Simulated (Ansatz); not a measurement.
# CF₂NSn radical: a ladder of functionals and wavefunction methods

An exercise on one series of results from a longer session: the logs are not shown, and one member is left open.

Method: functionals in def2-TZVPP, the program's frozen cores in correlated methods; program: Ansatz 0.2.0, Gaussian basis.

Levels to be run: LDA (SPW92), PBE-D4, revPBE-D4, BLYP-D4, r2SCAN-D4, B97M-V, PBE0-D4, B3LYP-D4, r2SCANh-D4, r2SCAN0-D4, HSE06-D4, BHLYP-D4, CAM-B3LYP-D4, LC-ωPBE, ωB97X-V, ωB97M-V, B2PLYP, PBE-QIDH; CCSD(T)/def2-SVP; CCSD(T)/def2-TZVPP; MP2/def2-QZVPP; extrapolation to the limit; RPA on PBE.

### Structure used throughout

An earlier PBE0-D4 in a triple-zeta def2 set relaxation fixed the geometry. Sn takes the def2 core potential; no spin-orbit term is included.

SMILES `N#[C][Sn]([F])[F]`, 5 atoms, charge 0, spin multiplicity 2.

Atoms are counted from 1 here; the program's logs count them from 0.

Bond lengths: N1–C2 1.153 Å, C2–Sn3 2.122 Å, Sn3–F4 1.905 Å, Sn3–F5 1.905 Å. Angles: N1–C2–Sn3 173.2°, C2–Sn3–F4 105.7°, C2–Sn3–F5 105.7°, F4–Sn3–F5 104.6°.

The first run:

in.yaml

```yaml
crystal:
  periodic: [false, false, false]
  atoms:
    - {symbol: N, position_ang: [1.316436, -1.575839, 1.359709]}
    - {symbol: C, position_ang: [0.644056, -0.817591, 0.809647]}
    - {symbol: Sn, position_ang: [-0.707933, 0.614059, 0.020019]}
    - {symbol: F, position_ang: [-1.578759, -0.248604, -1.438850]}
    - {symbol: F, position_ang: [0.376098, 1.954375, -0.791926]}
basis:
  gaussian: {orbitals: def2-TZVPP}
magnetization: {spin_polarized: true, initial_magnetization: 1}
hamiltonian: {xc: lda}
output: {orbitals: {seedname: orbitals}}
```

On the command line:

```sh
ansatz run in.yaml --threads 4 --pin off --events-out ev --progress --plain --max-ram 10444MiB
```

Steps of the session up to this table: LDA; PBE-D4 (GGA); revPBE-D4 (GGA); BLYP-D4 (GGA); r2SCAN-D4 (meta-GGA); B97M-V (meta-GGA); B3LYP-D4 (hybrid); r2SCANh-D4 (hybrid); r2SCAN0-D4 (hybrid); HSE06-D4 (hybrid); BHLYP-D4 (hybrid); CAM-B3LYP-D4 (range-separated); LC-ωPBE (range-separated); ωB97X-V (range-separated); ωB97M-V (range-separated); B2PLYP (double hybrid); PBE-QIDH (double hybrid).

One of the session's tables, all rows but one given; the rest of the session is left out.

It belongs to the step «Orbital energies across the functionals». 

```
  functional  HOMO (eV)  LUMO (eV)  gap (eV)
 LDA (SPW92)      -7.52      -6.76      0.76
      PBE-D4      -7.34      -6.34      1.00
   revPBE-D4      -7.28      -6.18      1.10
     BLYP-D4      -7.21      -6.39      0.82
   r2SCAN-D4      -7.82      -6.11      1.72
      B97M-V      -7.53      -6.47      1.06
     PBE0-D4          ?          ?         ?
    B3LYP-D4      -8.46      -5.96      2.49
  r2SCANh-D4      -8.32      -5.81      2.51
  r2SCAN0-D4      -9.06      -5.35      3.71
    HSE06-D4      -8.30      -5.91      2.39
    BHLYP-D4      -9.89      -4.82      5.07
CAM-B3LYP-D4     -10.04      -4.70      5.34
     LC-ωPBE     -11.35      -3.17      8.18
     ωB97X-V     -10.88      -3.56      7.31
     ωB97M-V     -10.86      -3.71      7.15
```

Estimate the missing values for PBE0-D4.

As computed: HOMO (eV): -8.69; LUMO (eV): -5.53; gap (eV): 3.16. In the column «HOMO (eV)» it lies between r2SCAN0-D4 (-9.06) and B3LYP-D4 (-8.46).
